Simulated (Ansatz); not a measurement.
**F2H3NSn: small, medium and large basis sets**

One table from this session's results is given with a row withheld; the runs are named, their logs left out.

Method: one geometry, several basis sets; program: Ansatz 0.2.0, Gaussian basis.

Levels to be run: PBE0-D4/def2-SVP; ωB97M-V/def2-SVP; PBE0-D4/def2-QZVPP; ωB97M-V/def2-QZVPP; the functionals' def2-TZVPP values are taken from earlier runs.

**Structure used throughout**

An earlier PBE0-D4 in a triple-zeta def2 set relaxation fixed the geometry. Sn takes the def2 core potential; no spin-orbit term is included.

SMILES `[NH2][SnH]([F])[F]`, 7 atoms, charge 0, spin multiplicity 1.

Atoms are counted from 1 here; the program's logs count them from 0.

Bond lengths: N1–Sn2 1.989 Å, N1–H5 1.011 Å, N1–H6 1.011 Å, Sn2–F3 1.907 Å, Sn2–F4 1.907 Å, Sn2–H7 1.695 Å. Angles: Sn2–N1–H5 115.0°, Sn2–N1–H6 115.0°, H5–N1–H6 109.3°, N1–Sn2–F3 104.1°, N1–Sn2–F4 104.0°, N1–Sn2–H7 126.8°, F3–Sn2–F4 106.9°, F3–Sn2–H7 106.8°, F4–Sn2–H7 106.9°.

Set-up of the first run:

Input file in.yaml:

```yaml
crystal:
  periodic: [false, false, false]
  atoms:
    - {symbol: N, position_ang: [-0.867141, 0.938703, 0.041421]}
    - {symbol: Sn, position_ang: [0.471555, -0.530412, -0.019803]}
    - {symbol: F, position_ang: [0.874528, -0.869076, 1.812631]}
    - {symbol: F, position_ang: [-0.517641, -2.031305, -0.655163]}
    - {symbol: H, position_ang: [-0.544132, 1.794082, 0.472878]}
    - {symbol: H, position_ang: [-1.303757, 1.155108, -0.844439]}
    - {symbol: H, position_ang: [1.947988, -0.525101, -0.853226]}
basis:
  gaussian: {orbitals: def2-SVP}
hamiltonian: {xc: pbe0, dispersion: d4}
output: {orbitals: {seedname: orbitals}}
```

Among the steps run: PBE0-D4 in def2-SVP; ωB97M-V in def2-SVP; PBE0-D4 in def2-QZVPP; ωB97M-V in def2-QZVPP.

One of the session's tables, all rows but one given; the rest of the session is left out.

| functional | basis | HOMO (eV) |
| --- | --- | --- |
| PBE0-D4 | def2-SVP | -8.02 |
| PBE0-D4 | def2-TZVPP | -8.26 |
| PBE0-D4 | def2-QZVPP | ? |
| ωB97M-V | def2-SVP | -10.36 |
| ωB97M-V | def2-TZVPP | -10.62 |
| ωB97M-V | def2-QZVPP | -10.66 |

Q: Estimate the row for PBE0-D4, def2-QZVPP from the others.

The run gave: HOMO (eV): -8.30. In the column «HOMO (eV)» it lies between ωB97M-V, def2-SVP (-10.36) and PBE0-D4, def2-TZVPP (-8.26).
